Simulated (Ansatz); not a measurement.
Working through a single point in a Gaussian basis of C₂H₃F₂NSi, SMILES C[Si](F)(F)C#N

Computed with Ansatz 0.2.0, Python API.

Interactive session:
```pycon
>>> from pathlib import Path
>>> import ansatz as az
>>> GEOMETRY = '''
... C    -0.42980   -0.96590    0.72990
... Si    0.48810    0.06020   -0.51350
... F     2.01510   -0.07350   -0.15110
... F     0.33480   -0.58320   -1.96420
... C    -0.00320    1.86770   -0.55870
... N    -0.33280    3.00670   -0.53910
... H    -0.30900   -0.53380    1.73650
... H    -1.51050   -0.87120    0.48810
... H    -0.16420   -1.95330    0.75500
... '''
>>> system = az.Crystal.molecule()
>>> for line in GEOMETRY.strip().splitlines():
...     symbol, *xyz = line.split()
...     system = system.atom(symbol, [float(v) for v in xyz])
...
>>> setup = system.calculation()
>>> setup = setup.basis(gaussian='def2-SVP')
>>> setup = setup.correlation('mp2')
>>> setup = setup.orbitals()
>>> outcome = setup.run(runs_dir='runs')
>>> data = outcome.report
>>> data['n_occupied'], data['n_virtual']
([17, 17], [76, 76])
>>> print('reference energy %16.6f eV' % data['reference_energy_ev'])
reference energy    -16858.012645 eV
>>> print('total energy     %16.6f eV' % data['free_energy_ev'])
total energy        -16882.051761 eV
>>> print('occupied orbitals outside the frozen core (up, down):', data['n_occupied'], ' frozen:', data['n_frozen'], ' virtual:', data['n_virtual'])
occupied orbitals outside the frozen core (up, down): [17, 17]  frozen: 10  virtual: [76, 76]
>>> parts = data['correlation']
>>> for name in ('random_phase', 'coupled_cluster', 'perturbative'):
...     if name in parts:
...         print(f'{name:16s} {parts[name]["energy"]["hartree"]:12.7f} Ha')
...
>>> if 'second_order' in parts:
...     pair = parts['second_order']
...     print(f'MP2 same spin {pair["same_spin"]["hartree"]:.7f} Ha, opposite spin {pair["opposite_spin"]["hartree"]:.7f} Ha')
...
MP2 same spin -0.2319146 Ha, opposite spin -0.6515066 Ha
>>> lines = Path(data['orbitals_path']).read_text().splitlines()
>>> field_of = lambda key: [line.split('=')[1].strip() for line in lines if line.startswith(key)]
>>> orbitals = [(27.211386 * float(e), s, float(n)) for e, s, n in zip(field_of('Ene='), field_of('Spin='), field_of('Occup='))]
>>> homo = max(e for e, _, n in orbitals if n > 0.5)
>>> lumo = min(e for e, _, n in orbitals if n < 0.5)
>>> print(f'HOMO {homo:.3f} eV, LUMO {lumo:.3f} eV, gap {lumo - homo:.3f} eV')
HOMO -13.487 eV, LUMO 2.656 eV, gap 16.143 eV
```

Reading the output:
- Total energies depend on the basis set; only differences at equal settings carry meaning.
- The geometry is a force-field or estimated start, not a minimum of this method, and the basis set is short of its limit.
- Levels such as HOMO and LUMO are orbital energies: in Hartree-Fock the gap is too wide and the LUMO hangs on the basis.
- Hardware and time: 2 s on 1 thread of Arm Neoverse V2 (shared host), peak memory 0.26 GiB.
